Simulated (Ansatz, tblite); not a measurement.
**The cluster In₆Sb₄Br₆: a ladder of methods and basis sets**

The task here is to estimate one member of a computed series from the others.

Method: as each input shows; program: Ansatz 0.2.0, Gaussian basis.

Plan: GFN1-xTB, GFN2-xTB, PBE-D4/def2-SVP, r2SCAN-D4/def2-SVP, HF/def2-SVP, PBE0-D4/def2-TZVP, PBE-D4/def2-TZVP, MP2/def2-SVP, RPA/def2-SVP.

2 further runs of the same task are left out: 1 for a known fault of the program, 1 set aside as unsound or not needed.

**The structure**

The geometry is that of the singlet, from an earlier relaxation (PBE-D4/def2-SVP). At that level it is the lowest of the isomers that a small search found.

16 atoms, charge 0, spin multiplicity 1.

Bond lengths: In1–Sb9 3.338 Å, In1–Br12 3.045 Å, In1–Br14 2.868 Å, In2–Br14 2.844 Å, In3–Sb9 3.261 Å, In3–Br11 2.582 Å, In4–Sb8 2.855 Å, In4–Sb9 2.908 Å, In4–Br15 2.586 Å, In4–Br16 2.890 Å, In5–Sb7 3.289 Å, In5–Sb9 3.180 Å, In5–Br12 2.884 Å, In6–Sb9 2.916 Å, In6–Sb10 2.834 Å, In6–Br13 2.570 Å, In6–Br16 2.767 Å, Sb7–Sb8 2.900 Å and more. Angles: Sb9–In1–Br12 71.2°, Sb9–In1–Br14 91.7°, Br12–In1–Br14 90.3°, Sb9–In3–Br11 179.3°, Sb8–In4–Sb9 99.9°, Sb8–In4–Br15 139.4°, Sb8–In4–Br16 113.5°, Sb9–In4–Br15 107.1°, Sb9–In4–Br16 93.8°, Br15–In4–Br16 94.7°, Sb7–In5–Sb9 58.0°, Sb7–In5–Br12 82.9°, Sb9–In5–Br12 75.6°, Sb9–In6–Sb10 101.7°, Sb9–In6–Br13 107.9°, Sb9–In6–Br16 96.3°, Sb10–In6–Br13 122.5°, Sb10–In6–Br16 110.9° and more.

In, Sb take a core potential in the def2 sets. No spin-orbit coupling is included.

PBE0-D4/def2-SVP was run before; its log isn't repeated, and its numbers join the tables.

The first run:

Tight binding, by tblite at 300 K electronic temperature and without a spin-polarisation term:

```python
tblite.interface.Calculator('GFN1-xTB', numbers, positions, charge=0, uhf=0).singlepoint()
```

Tight binding, by tblite at 300 K electronic temperature and without a spin-polarisation term:

```python
tblite.interface.Calculator('GFN2-xTB', numbers, positions, charge=0, uhf=0).singlepoint()
```

start.molden holds the orbitals of an earlier run on this state, given as this run's starting guess.

The input, in.yaml:

```yaml
crystal:
  periodic: [false, false, false]
  atoms:
    - {symbol: In, position_ang: [2.939203, 2.443650, -0.564280]}
    - {symbol: In, position_ang: [2.881755, -0.745671, 2.057655]}
    - {symbol: In, position_ang: [-1.429170, 2.736028, 0.017605]}
    - {symbol: In, position_ang: [-2.098632, -0.566682, -1.420415]}
    - {symbol: In, position_ang: [1.846430, -0.665083, -3.149142]}
    - {symbol: In, position_ang: [-1.073801, -1.076090, 1.733469]}
    - {symbol: Sb, position_ang: [0.992342, -2.905050, -0.897598]}
    - {symbol: Sb, position_ang: [-1.730417, -3.375373, -1.777899]}
    - {symbol: Sb, position_ang: [0.519575, 0.151171, -0.377301]}
    - {symbol: Sb, position_ang: [-1.033558, -3.804464, 0.969568]}
    - {symbol: Br, position_ang: [-2.996583, 4.762516, 0.335439]}
    - {symbol: Br, position_ang: [4.083808, -0.258634, -1.375012]}
    - {symbol: Br, position_ang: [-0.157075, -0.259826, 3.990885]}
    - {symbol: Br, position_ang: [3.711280, 1.972408, 2.157861]}
    - {symbol: Br, position_ang: [-2.983292, 1.479792, -2.731078]}
    - {symbol: Br, position_ang: [-3.471876, 0.111306, 1.030232]}
basis:
  gaussian: {orbitals: def2-SVP, fitting: {mean_field: def2-universal-jkfit}, initial_orbitals: start.molden}
hamiltonian: {xc: pbe, dispersion: d4}
scf: {omitted_lower_state_checks: [starts]}
output: {forces: true, orbitals: {seedname: orbitals}}
```

Started as:

```sh
> ansatz run in.yaml --threads 2 --pin off --events-out ev --progress --plain --max-ram 22528MiB --backend cuda --devices 0, --max-vram 18GiB
```

Steps of the session up to this table: PBE-D4/def2-SVP; r2SCAN-D4/def2-SVP; HF/def2-SVP; PBE0-D4/def2-TZVP; PBE-D4/def2-TZVP; MP2/def2-SVP; RPA/def2-SVP.

One table of the session follows, with a row left open; its other results are not shown here.

It belongs to the step «Binding energy». 

```
             level  binding an atom (eV)
       HF/def2-SVP                 1.269
   PBE-D4/def2-SVP                 2.515
  PBE-D4/def2-TZVP                 2.513
r2SCAN-D4/def2-SVP                 2.392
  PBE0-D4/def2-SVP                 2.414
 PBE0-D4/def2-TZVP                     ?
      RPA/def2-SVP                 1.881
      MP2/def2-SVP                 2.230
```

Estimate the missing values for PBE0-D4/def2-TZVP.

As computed: binding an atom (eV): 2.423. In the column «binding an atom (eV)» it lies between PBE0-D4/def2-SVP (2.414) and PBE-D4/def2-TZVP (2.513).

Caveats from the session: Free atoms were run apart at each level; binding is atoms less cluster, divided by the number of atoms, without zero-point or spin-orbit terms.
